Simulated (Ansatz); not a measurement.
**Cu5Pt: a trial structure relaxed**

Where does this trial cell of Cu5Pt go when cell and atoms are let free?

Computed with Ansatz 0.2.0 (DFT PBE, scalar-relativistic, plane waves, PAW, unless a step's input says otherwise).

## 1. The structure to begin with

The structure is tetragonal, space group P4/mmm (No. 123). Conventional cell: a = 5.559 Å, b = 5.559 Å, c = 5.229 Å, α = 90.00°, β = 90.00°, γ = 90.00°. Around Cu (site symmetry m2m) lie 2 Cu at 1.01 Å. Cu (site symmetry 4/mmm) is surrounded by 2 Pt at 2.61 Å. Pt (site symmetry 4/mmm) is surrounded by 2 Cu at 2.61 Å.

As a file:

```cif
data_structure
_symmetry_space_group_name_H-M 'P 1'
_symmetry_Int_Tables_number 1
_cell_length_a 5.5588
_cell_length_b 5.5588
_cell_length_c 5.2290
_cell_angle_alpha 90.000
_cell_angle_beta 90.000
_cell_angle_gamma 90.000
_cell_volume 161.58
loop_
_atom_site_label
_atom_site_type_symbol
_atom_site_fract_x
_atom_site_fract_y
_atom_site_fract_z
_atom_site_occupancy
Cu1 Cu 0.90937 0.90937 0.50000 1
Cu2 Cu 0.09063 0.09063 0.50000 1
Cu3 Cu 0.09063 0.90937 0.50000 1
Cu4 Cu 0.90937 0.09063 0.50000 1
Cu5 Cu 0.50000 0.50000 0.50000 1
Pt1 Pt 0.50000 0.50000 0.00000 1
```

Recipe of the guess: random cell by space group and Wyckoff sites (P4/mmm, No. 123). The dimensions are guesses.

## 2. The guess as it stands, on a coarse mesh

Contents of input.yaml:

```yaml
crystal:
  lattice:
    - [5.55880356, 0.0, 0.0]
    - [0.0, 5.55880356, 0.0]
    - [0.0, 0.0, 5.2289883]
  atoms:
    - { symbol: Cu, position: [0.90937007, 0.90937007, 0.5] }
    - { symbol: Cu, position: [0.09062993, 0.09062993, 0.5] }
    - { symbol: Cu, position: [0.09062993, 0.90937007, 0.5] }
    - { symbol: Cu, position: [0.90937007, 0.09062993, 0.5] }
    - { symbol: Cu, position: [0.5, 0.5, 0.5] }
    - { symbol: Pt, position: [0.5, 0.5, 0.0] }
basis:
  ecutwfc: 420
kpoints:
  mp_grid: { grid: [4, 4, 4] }
hamiltonian:
  xc: pbe
scf:
  occupations: { method: gaussian, width: 0.1 }
  lower_state_search: "off"
output:
  forces: true
  stress: true
  eigenvalues: true
```

Run with:

```bash
ansatz run input.yaml --threads 1 --pin off --max-ram 2560MiB --backend cpu --events-out ev --progress --plain --runs-dir out
```

Log (excerpt; [...] marks lines left out):

```text
[...]
SCF converged after 17 iterations
Free energy (F): -45314.192276 eV
[...]
E sigma→0 (E₀):  -45314.164845 eV
Entropy (-TS):   -0.054863 eV (-9.144 meV/atom)
Fermi energy:    5.292777 eV
[...]
--- Forces (eV/Å), atoms counted from 1 ---
  atom   1  Cu  -455.29052325  -455.29052325     0.00000000
  atom   2  Cu   455.29052325   455.29052325     0.00000000
  atom   3  Cu   455.29052325  -455.29052325     0.00000000
  atom   4  Cu  -455.29052325   455.29052325     0.00000000
  atom   5  Cu     0.00000000     0.00000000     0.00000000
  atom   6  Pt     0.00000000     0.00000000     0.00000000
[...]
--- Stress (GPa, compression-positive) ---
      903.992940       0.000000       0.000000
        0.000000     903.992940       0.000000
        0.000000       0.000000      -7.603682
  P = ⅓ Tr σ = 600.1274 GPa (6001.274 kbar)
--- Band table (eV; the first three rows and the last of 18) ---
[...]
```

Wall time 62 s (1 thread of Arm Neoverse N1, shared host); peak memory 0.47 GiB.

The probe gives pressure 600.1 GPa, largest force 643.88 eV/Å, gap on this mesh none (metal). A guess like this is first relaxed loosely on the coarse mesh.

## 3. Coarse relaxation

input.yaml, as its differences from that of step 2:

```diff
@@ -25 +25,6 @@
   eigenvalues: true
+relax:
+  adjacent_minimum: "off"
+  f_tol: 0.04
+  max_steps: 70
+  cell: { stress_tol: 0.4 }
```

Run with:

```bash
ansatz run input.yaml --threads 1 --pin off --max-ram 2560MiB --backend cpu --events-out ev --progress --plain --runs-dir out
```

Log:

```text
Warning: RAYON_NUM_THREADS=1 ignored (pool sized by the plan → 1); use --threads N
Engine: ansatz 0.2.0, aarch64-unknown-linux-gnu
Pseudopotentials: kind: paw
Pseudopotential: Cu, paw, valence charge 19, recommended cutoff 420 eV (normal), Cu.paw.azcp
Pseudopotential: Pt, paw, valence charge 18, recommended cutoff 420 eV (normal), Pt.paw.azcp
Functional definition: PBE
  parameter kappa = 0.804
  parameter beta = 0.06672455060314922
  exchange = pbe_x(kappa = kappa, mu = beta*pi^2/3)
  correlation = pbe_c(beta = beta)
Crystal: 6 atoms, lattice volume = 161.577 Å³
Basis set: ecut = 420 eV, 3205 PW (Γ), exchange–correlation on 80×80×72 points (8 copies of the dense FFT grid, shifted against one another)
Bands: 68, of which v1, the nominal top of the filled ones, is band 57 counted from 1 (56 counted from 0)
Symmetry: 16 space group operations
Space group: P4/mmm (ITA 123), of the structure as read, at distance tolerance 5.4e-5 Å
k-points: 18 of 64
Non-local potential: Cu, projectors of the file, l = 0: 3, l = 1: 2, l = 2: 3, l = 3: 1
Non-local potential: Pt, projectors of the file, l = 0: 3, l = 1: 2, l = 2: 2, l = 3: 1
PAW form: soft (Blöchl's): semilocal exchange-correlation on the pseudo side does not see the compensation charge
PAW one-centre angular grid: Cu, 590 points (default); XC on 64 Gauss nodes
PAW one-centre angular grid: Pt, 590 points (default); XC on 64 Gauss nodes
Initial density: superposition of atomic densities (neutral atoms: chi_scale 0, normalization atom), corrected by the library's trained network
Initial wavefunctions: pseudopotential atomic-orbital guess
Functional: x = pbe(κ = 0.804, μ = 0.2195149727645171), c = pbe(β = 0.06672455060314922)
SCF iter   1: F=—  HF=-45351.167319 eV  |F-HF|=—  |Δ(HF+E_count)|=         —  Δρ=2.53e-1  dr2=1.42e2  ethr=1.77e-3  ⟨swp⟩=10.0  Hψ=8284  notcnv=0  defer=9
preconditioner: auto → LDOS  [metal: Δε(μ)=0.008 eV  Ē_g=15.139 eV  σ=0.100 eV  W_gap=0.05  n_scr=48 (ndim 8)  ℏωp=23.2 eV  f_vac=0.389  D(μ)=28.96/eV (n_scr^D=488)  β→1.0]
SCF iter   2: F=—  HF=-45475.801209 eV  |F-HF|=—  |Δ(HF+E_count)|=    1.25e2  Δρ=8.74e-1  dr2=1.39e3  ethr=1.77e-3  ⟨swp⟩=13.0  Hψ=8200  notcnv=0  defer=54  recentre
SCF iter   3: F=—  HF=-45326.671685 eV  |F-HF|=—  |Δ(HF+E_count)|=    1.49e2  Δρ=1.80e-1  dr2=3.55e1  ethr=1.77e-3  ⟨swp⟩=7.2  Hψ=6813  notcnv=0  defer=107
SCF iter   4: F=—  HF=-45315.215468 eV  |F-HF|=—  |Δ(HF+E_count)|=    1.15e1  Δρ=1.00e-1  dr2=1.46e1  ethr=1.77e-3  ⟨swp⟩=5.1  Hψ=3869  notcnv=0  defer=87
SCF iter   5: F=—  HF=-45314.226246 eV  |F-HF|=—  |Δ(HF+E_count)|=   9.89e-1  Δρ=4.73e-2  dr2=2.88e0  ethr=1.77e-3  ⟨swp⟩=4.3  Hψ=3711  notcnv=0  defer=76
SCF iter   6: F=—  HF=-45314.528051 eV  |F-HF|=—  |Δ(HF+E_count)|=   3.02e-1  Δρ=5.84e-2  dr2=8.37e0  ethr=1.77e-3  ⟨swp⟩=3.3  Hψ=1897  notcnv=0  defer=77  recentre
SCF iter   7: F=—  HF=-45314.235893 eV  |F-HF|=—  |Δ(HF+E_count)|=   2.92e-1  Δρ=1.30e-2  dr2=4.24e-1  ethr=1.77e-3  ⟨swp⟩=3.1  Hψ=1945  notcnv=0  defer=77
SCF iter   8: F=—  HF=-45314.191901 eV  |F-HF|=—  |Δ(HF+E_count)|=   4.40e-2  Δρ=8.47e-3  dr2=1.28e-1  ethr=3.76e-4  ⟨swp⟩=2.6  Hψ=2261  notcnv=0  defer=71
SCF iter   9: F=—  HF=-45314.187785 eV  |F-HF|=—  |Δ(HF+E_count)|=   4.12e-3  Δρ=4.14e-3  dr2=2.61e-2  ethr=1.13e-4  ⟨swp⟩=2.4  Hψ=2049  notcnv=0  defer=71
SCF iter  10: F=—  HF=-45314.191234 eV  |F-HF|=—  |Δ(HF+E_count)|=   3.45e-3  Δρ=1.78e-3  dr2=2.63e-3  ethr=2.31e-5  ⟨swp⟩=2.3  Hψ=2143  notcnv=0  defer=71
SCF iter  11: F=—  HF=-45314.193584 eV  |F-HF|=—  |Δ(HF+E_count)|=   2.35e-3  Δρ=9.93e-4  dr2=1.44e-3  ethr=2.32e-6  ⟨swp⟩=3.2  Hψ=2173  notcnv=0  defer=71
SCF iter  12: F=—  HF=-45314.194197 eV  |F-HF|=—  |Δ(HF+E_count)|=   6.13e-4  Δρ=7.17e-4  dr2=5.16e-4  ethr=1.28e-6  ⟨swp⟩=2.3  Hψ=1694  notcnv=0  defer=71
SCF iter  13: F=—  HF=-45314.194240 eV  |F-HF|=—  |Δ(HF+E_count)|=   4.33e-5  Δρ=2.02e-4  dr2=5.04e-5  ethr=4.57e-7  ⟨swp⟩=2.6  Hψ=1981  notcnv=0  defer=71
SCF iter  14: F=—  HF=-45314.192273 eV  |F-HF|=—  |Δ(HF+E_count)|=   1.97e-3  Δρ=6.58e-5  dr2=3.98e-6  ethr=4.46e-8  ⟨swp⟩=3.4  Hψ=2147  notcnv=0  defer=71
SCF iter  15: F=—  HF=-45314.192276 eV  |F-HF|=—  |Δ(HF+E_count)|=   3.12e-6  Δρ=3.13e-5  dr2=1.02e-6  ethr=3.52e-9  ⟨swp⟩=3.9  Hψ=2612  notcnv=0  defer=71
SCF iter  16: F=—  HF=-45314.192276 eV  |F-HF|=—  |Δ(HF+E_count)|=   2.61e-7  Δρ=1.89e-5  dr2=6.70e-7  ethr=9.04e-10  ⟨swp⟩=3.1  Hψ=2172  notcnv=0  defer=71
SCF iter  17: F=-45314.192276 eV  HF=-45314.192276 eV  |F-HF|=1.19e-9  |Δ(HF+E_count)|=   1.45e-8  Δρ=4.74e-6  dr2=3.04e-8  ethr=8.85e-11  ⟨swp⟩=28.7  Hψ=14647  notcnv=0
SCF 1 converged in 17 iterations: F = -45314.192276 eV  dr2 = 3.04e-8
relax step   1: F+E_penalty+E_count = -45314.19227603 eV  Δ(F+E_penalty+E_count) = +0.000e0 eV  max|allowed force component| = 4.553e2 eV/Å  Δτ_max = 0.0000 Å  P = +600.127 GPa  Ω = 161.577 Å³  (17 SCF iters, dr2 threshold 1.00e-7 eV, accepted)
[... from here on, the SCF cycles and remarks between the steps are left out ...]
relax step   2: F+E_penalty+E_count = -45554.57574841 eV  Δ(F+E_penalty+E_count) = -2.404e2 eV  max|allowed force component| = 8.774e1 eV/Å  Δτ_max = 0.1950 Å  P = +179.864 GPa  Ω = 164.569 Å³  energy of the carried Pulay correction = -8.653e-1 eV  (18 SCF iters, dr2 threshold 6.00e-7 eV, accepted)
relax step   3: F+E_penalty+E_count = -45579.81267245 eV  Δ(F+E_penalty+E_count) = -2.524e1 eV  max|allowed force component| = 6.225e1 eV/Å  Δτ_max = 0.0178 Å  P = +128.499 GPa  Ω = 184.405 Å³  energy of the carried Pulay correction = -6.003e0 eV  (15 SCF iters, dr2 threshold 6.00e-7 eV, accepted)
relax step   4: F+E_penalty+E_count = -45611.82311666 eV  Δ(F+E_penalty+E_count) = -3.201e1 eV  max|allowed force component| = 3.111e1 eV/Å  Δτ_max = 0.0756 Å  P = +74.332 GPa  Ω = 207.307 Å³  energy of the carried Pulay correction = -1.090e1 eV  (13 SCF iters, dr2 threshold 6.00e-7 eV, accepted)
relax step   5: F+E_penalty+E_count = -45627.71294242 eV  Δ(F+E_penalty+E_count) = -1.589e1 eV  max|allowed force component| = 1.336e1 eV/Å  Δτ_max = 0.0817 Å  P = +38.737 GPa  Ω = 233.382 Å³  energy of the carried Pulay correction = -1.548e1 eV  (10 SCF iters, dr2 threshold 6.00e-7 eV, accepted)
relax step   6: F+E_penalty+E_count = -45632.18181217 eV  Δ(F+E_penalty+E_count) = -4.469e0 eV  max|allowed force component| = 5.919e0 eV/Å  Δτ_max = 0.0605 Å  P = +17.667 GPa  Ω = 263.351 Å³  energy of the carried Pulay correction = -1.979e1 eV  (9 SCF iters, dr2 threshold 6.00e-7 eV, accepted)
relax step   7: F+E_penalty+E_count = -45632.08098540 eV  Δ(F+E_penalty+E_count) = +1.008e-1 eV  max|allowed force component| = 2.571e0 eV/Å  Δτ_max = 0.0532 Å  P = +3.205 GPa  Ω = 289.688 Å³  energy of the carried Pulay correction = -2.295e1 eV  (10 SCF iters, dr2 threshold 6.00e-7 eV, accepted)
relax step   8: F+E_penalty+E_count = -45632.78400876 eV  Δ(F+E_penalty+E_count) = -7.030e-1 eV  max|allowed force component| = 1.420e0 eV/Å  Δτ_max = 0.0762 Å  P = +1.429 GPa  Ω = 290.230 Å³  energy of the carried Pulay correction = -2.301e1 eV  (9 SCF iters, dr2 threshold 6.00e-7 eV, accepted)
relax step   9: F+E_penalty+E_count = -45633.56833750 eV  Δ(F+E_penalty+E_count) = -7.843e-1 eV  max|allowed force component| = 7.440e-1 eV/Å  Δτ_max = 0.0536 Å  P = +1.541 GPa  Ω = 286.701 Å³  energy of the carried Pulay correction = -2.262e1 eV  (9 SCF iters, dr2 threshold 6.00e-7 eV, accepted)
relax step  10: F+E_penalty+E_count = -45630.62271794 eV  Δ(F+E_penalty+E_count) = +2.946e0 eV  max|allowed force component| = 1.296e-1 eV/Å  Δτ_max = 0.0852 Å  P = -9.849 GPa  Ω = 309.315 Å³  energy of the carried Pulay correction = -2.502e1 eV  (11 SCF iters, dr2 threshold 6.00e-7 eV, rejected (line search))
relax step  11: F+E_penalty+E_count = -45633.71270467 eV  Δ(F+E_penalty+E_count) = -1.444e-1 eV  max|allowed force component| = 4.622e-2 eV/Å  Δτ_max = 0.0938 Å  P = -0.315 GPa  Ω = 287.522 Å³  energy of the carried Pulay correction = -2.271e1 eV  (13 SCF iters, accepted)
relax step  12: F+E_penalty+E_count = -45633.77024756 eV  Δ(F+E_penalty+E_count) = -5.754e-2 eV  max|allowed force component| = 3.313e-2 eV/Å  Δτ_max = 0.0102 Å  P = -0.161 GPa  Ω = 287.092 Å³  energy of the carried Pulay correction = -2.266e1 eV  (7 SCF iters, dr2 threshold 6.00e-7 eV, accepted)
relax step  13: F+E_penalty+E_count = -45636.40295074 eV  Δ(F+E_penalty+E_count) = -2.633e0 eV  max|allowed force component| = 1.873e-2 eV/Å  Δτ_max = 0.0000 Å  P = -4.917 GPa  Ω = 287.092 Å³  stress off target by 5.24e0 GPa  SCF on the basis re-selected at this cell (its energy is not comparable with the rows above)  (16 SCF iters)
relax step  14: F+E_penalty+E_count = -45636.85472719 eV  Δ(F+E_penalty+E_count) = -4.518e-1 eV  max|allowed force component| = 2.571e-3 eV/Å  Δτ_max = 0.0230 Å  P = -5.348 GPa  Ω = 273.214 Å³  energy of the carried Pulay correction = +2.459e-3 eV  (9 SCF iters, dr2 threshold 6.00e-7 eV, accepted)
relax step  15: F+E_penalty+E_count = -45637.80334554 eV  Δ(F+E_penalty+E_count) = -9.486e-1 eV  max|allowed force component| = 1.119e-1 eV/Å  Δτ_max = 0.0315 Å  P = -5.994 GPa  Ω = 247.263 Å³  energy of the carried Pulay correction = +7.430e-3 eV  (9 SCF iters, dr2 threshold 6.00e-7 eV, accepted)
relax step  16: F+E_penalty+E_count = -45638.43461657 eV  Δ(F+E_penalty+E_count) = -6.313e-1 eV  max|allowed force component| = 5.614e-2 eV/Å  Δτ_max = 0.0502 Å  P = -6.670 GPa  Ω = 232.399 Å³  energy of the carried Pulay correction = +1.049e-2 eV  (9 SCF iters, dr2 threshold 6.00e-7 eV, accepted)
relax step  17: F+E_penalty+E_count = -45639.09919996 eV  Δ(F+E_penalty+E_count) = -6.646e-1 eV  max|allowed force component| = 3.191e-2 eV/Å  Δτ_max = 0.0401 Å  P = -7.143 GPa  Ω = 217.710 Å³  energy of the carried Pulay correction = +1.369e-2 eV  (9 SCF iters, dr2 threshold 6.00e-7 eV, accepted)
relax step  18: F+E_penalty+E_count = -45639.76155018 eV  Δ(F+E_penalty+E_count) = -6.624e-1 eV  max|allowed force component| = 2.699e-3 eV/Å  Δτ_max = 0.0344 Å  P = -7.396 GPa  Ω = 203.706 Å³  energy of the carried Pulay correction = +1.692e-2 eV  (9 SCF iters, dr2 threshold 6.00e-7 eV, accepted)
relax step  19: F+E_penalty+E_count = -45640.67267958 eV  Δ(F+E_penalty+E_count) = -9.111e-1 eV  max|allowed force component| = 2.137e-2 eV/Å  Δτ_max = 0.0289 Å  P = -7.089 GPa  Ω = 184.228 Å³  energy of the carried Pulay correction = +2.175e-2 eV  (9 SCF iters, dr2 threshold 6.00e-7 eV, accepted)
relax step  20: F+E_penalty+E_count = -45641.45264029 eV  Δ(F+E_penalty+E_count) = -7.800e-1 eV  max|allowed force component| = 5.840e-2 eV/Å  Δτ_max = 0.0169 Å  P = -5.583 GPa  Ω = 165.158 Å³  energy of the carried Pulay correction = +2.689e-2 eV  (10 SCF iters, dr2 threshold 6.00e-7 eV, accepted)
relax step  21: F+E_penalty+E_count = -45641.90944629 eV  Δ(F+E_penalty+E_count) = -4.568e-1 eV  max|allowed force component| = 4.780e-2 eV/Å  Δτ_max = 0.0019 Å  P = -1.546 GPa  Ω = 145.762 Å³  energy of the carried Pulay correction = +3.258e-2 eV  (10 SCF iters, dr2 threshold 6.00e-7 eV, accepted)
relax step  22: F+E_penalty+E_count = -45641.94406421 eV  Δ(F+E_penalty+E_count) = -3.462e-2 eV  max|allowed force component| = 4.616e-2 eV/Å  Δτ_max = 0.0010 Å  P = +0.553 GPa  Ω = 139.641 Å³  energy of the carried Pulay correction = +3.456e-2 eV  (8 SCF iters, dr2 threshold 6.00e-7 eV, accepted)
relax step  23: F+E_penalty+E_count = -45641.95240151 eV  Δ(F+E_penalty+E_count) = -8.337e-3 eV  max|allowed force component| = 4.410e-3 eV/Å  Δτ_max = 0.0047 Å  P = +0.022 GPa  Ω = 141.007 Å³  energy of the carried Pulay correction = +3.410e-2 eV  (7 SCF iters, dr2 threshold 6.00e-7 eV, accepted)
relax step  24: F+E_penalty+E_count = -45641.93298036 eV  Δ(F+E_penalty+E_count) = +1.942e-2 eV  max|allowed force component| = 4.774e-3 eV/Å  Δτ_max = 0.0000 Å  P = -0.026 GPa  Ω = 141.007 Å³  stress off target by 2.80e-2 GPa  SCF on the basis re-selected at this cell (its energy is not comparable with the rows above)  (8 SCF iters)
basis re-selected at this cell: Δ(F+E_penalty+E_count) = +1.942e-2 eV, ΔP = -0.048 GPa vs the last step (what re-selecting the basis moved, of the pressure what is left beyond the Pulay correction that the steps carried, after the strain that the cell walked since its last selection, with what the two solves' SCF thresholds leave and, on support functions, any second-order correction that the steps lacked; it is no measure of the basis error at this ecutwfc). The dense FFT grid was sized anew with the basis: this SCF ran on 40×40×32 points, the steps before it on 48×48×45, so part of this shift can come from that change (see relax.cell in the input reference). This SCF's stress stands 2.80e-2 GPa from its target on what of the cell is left free (relax.cell.stress_tol is 4.00e-1 GPa) and its largest allowed force component is 4.77e-3 eV/Å (relax.f_tol is 4.00e-2 eV/Å): within both
SCF converged after 8 iterations
Free energy (F): -45641.932980 eV
Harris-Foulkes:  -45641.932980 eV  (|F-HF|=2.86e-9)
Internal energy: -45641.925636 eV  (E = F + TS)
E sigma→0 (E₀):  -45641.929308 eV
Entropy (-TS):   -0.007344 eV (-1.224 meV/atom)
Fermi energy:    6.841442 eV
--- Per-component energies (eV) ---
  E_band       = -3052.930164
  E_kinetic    = 2135.575728
  E_local      = -33110.204031  (includes V_loc(G=0)·N_el)
  E_nonlocal   = 2177.545757
  E_hartree    = 14600.770445
  E_xc         = -697.929864
  E_vxc        = -864.395876  (∫ρ·V_xc dr)
  E_paw        = -17792.921200  (= ΣΔE_a)
  E_vpaw       = -2592.994376  (= ΣTr[D̂ρ^β])
  E_aug_tail   = 0.001564  (compensation charges beyond the density's cutoff)
  E_ewald      = -12954.764035
  E_smearing   = -0.007344  (= −TS)
  E_closure    = 0.000000  (closes the sum)
  Σ components = -45641.932980   (vs F -45641.932980, Δ=0.00e0)
--- Forces (eV/Å), atoms counted from 1 ---
  atom   1  Cu    -0.00477441    -0.00477441     0.00000000
  atom   2  Cu     0.00477441     0.00477441     0.00000000
  atom   3  Cu     0.00477441    -0.00477441     0.00000000
  atom   4  Cu    -0.00477441     0.00477441     0.00000000
  atom   5  Cu     0.00000000     0.00000000     0.00000000
  atom   6  Pt    -0.00000000     0.00000000     0.00000000
  max |Σ_I F_I| component: 7.81e-18 eV/Å
--- Stress (GPa, compression-positive) ---
       -0.025509       0.000000       0.000000
        0.000000      -0.025509       0.000000
        0.000000       0.000000      -0.028013
  P = ⅓ Tr σ = -0.0263 GPa (-0.263 kbar)
--- Band table (eV; the first three rows and the last of 18) ---
  k-point 0: bands = ["-105.7385", "-104.7300", "-104.7215", "-104.7215", "-104.7130", "-89.9150", "-63.1654", "-63.1003", "-63.1003", "-62.2791", "-62.2420", "-62.2420", "-62.2010", "-62.1892", "-62.1404", "-62.1404", "-62.1111", "-61.9638", "-61.9561", "-61.9561", "-61.9486", "-44.5909", "-43.9682", "-43.9682", "0.3962", "2.1474", "2.9245", "2.9245", "3.1959", "3.2943", "3.8190", "3.9116", "3.9116", "4.4438", "4.6123", "4.7231", "4.7239", "4.9824", "4.9824", "5.0818", "5.0818", "5.2994", "5.3450", "5.3689", "5.3689", "5.6082", "5.6904", "5.6904", "5.7707", "5.9295", "6.0611", "6.1190", "6.3760", "6.4392", "6.4392", "6.8981", "7.4522", "7.4522", "8.7712", "8.8032", "11.0498", "11.0498", "12.2083", "13.8804", "14.1872", "14.8932", "15.0122", "15.0122"]
[... 3 lines left out ...]
--- Relaxed structure (22 steps of the walk, 21 accepted, 2 SCFs on fresh bases) ---
  F+E_penalty+E_count = -45641.93298036 eV   max|allowed force component| = 4.774e-3 eV/Å   (the final SCF, on the basis selected at the relaxed cell)
  cell:  # Å, volume = 141.0072 Å³
    - [5.531836960422525, 1.4152316560753803e-32, 0.0]
    - [1.1007357325030734e-32, 5.531836960422525, 0.0]
    - [0.0, 0.0, 4.607895668151316]
  atoms:
    - { symbol: Cu, position: [0.7896960858155397, 0.7896960858155397, 0.5] }
    - { symbol: Cu, position: [0.2103039141844606, 0.2103039141844606, 0.5] }
    - { symbol: Cu, position: [0.2103039141844606, 0.7896960858155397, 0.5] }
    - { symbol: Cu, position: [0.7896960858155397, 0.2103039141844606, 0.5] }
    - { symbol: Cu, position: [0.5000000000000001, 0.5000000000000001, 0.5] }
    - { symbol: Pt, position: [0.5000000000000001, 0.5000000000000001, 0.0] }
```

It took 17 min on 1 thread of Arm Neoverse N1, shared host; peak memory 0.66 GiB.

Step by step:

| step | energy from step 1 (eV/cell) | largest force component (eV/Å) | pressure (GPa) | volume (Å³) |
| --- | --- | --- | --- | --- |
| 1 | 0.0000 | 455.2902 | 600.13 | 161.58 |
| 2 | -240.3835 | 87.7404 | 179.86 | 164.57 |
| 3 | -265.6204 | 62.2535 | 128.50 | 184.40 |
| 4 | -297.6308 | 31.1112 | 74.33 | 207.31 |
| 5 | -313.5207 | 13.3601 | 38.74 | 233.38 |
| 6 | -317.9895 | 5.9190 | 17.67 | 263.35 |
| 7 | -317.8887 | 2.5711 | 3.21 | 289.69 |
| 8 | -318.5917 | 1.4201 | 1.43 | 290.23 |
| 9 | -319.3761 | 0.7440 | 1.54 | 286.70 |
| 10 | -316.4304 | 0.1296 | -9.85 | 309.32 |
| 11 | -319.5204 | 0.0462 | -0.31 | 287.52 |
| 12 | -319.5780 | 0.0331 | -0.16 | 287.09 |
| 13 | -322.2107 | 0.0187 | -4.92 | 287.09 |
| 14 | -322.6625 | 0.0026 | -5.35 | 273.21 |
| 15 | -323.6111 | 0.1119 | -5.99 | 247.26 |
| 16 | -324.2423 | 0.0561 | -6.67 | 232.40 |
| 17 | -324.9069 | 0.0319 | -7.14 | 217.71 |
| 18 | -325.5693 | 0.0027 | -7.40 | 203.71 |
| 19 | -326.4804 | 0.0214 | -7.09 | 184.23 |
| 20 | -327.2604 | 0.0584 | -5.58 | 165.16 |
| 21 | -327.7172 | 0.0478 | -1.55 | 145.76 |
| 22 | -327.7518 | 0.0462 | 0.55 | 139.64 |
| 23 | -327.7601 | 0.0044 | 0.02 | 141.01 |
| 24 | -327.7407 | 0.0048 | -0.03 | 141.01 |

Step 1 is the start. Steps 13, 24 each repeat the geometry before them on a plane-wave basis chosen anew, so the energy can jump there without any move. Step 10 was tried and not accepted. The walk judges its steps with a correction for the finite basis (Pulay term) that this column leaves out, so accepted steps can climb here and lower ones be refused.

|  | before | after | change |
| --- | --- | --- | --- |
| a (Å) | 5.559 | 5.532 | -0.5 % |
| b (Å) | 5.559 | 5.532 | -0.5 % |
| c (Å) | 5.229 | 4.608 | -11.9 % |
| volume (Å³/atom) | 26.93 | 23.50 | -12.7 % |
| shortest distance (Å) | 1.008 | 2.266 | +124.9 % |
| space group (0.01 Å) | P4/mmm | P4/mmm | same |

Forces and stress were held to the start's 16 operations: a distortion of lower symmetry was not tested.

(Part 1 of 2 ends here.)
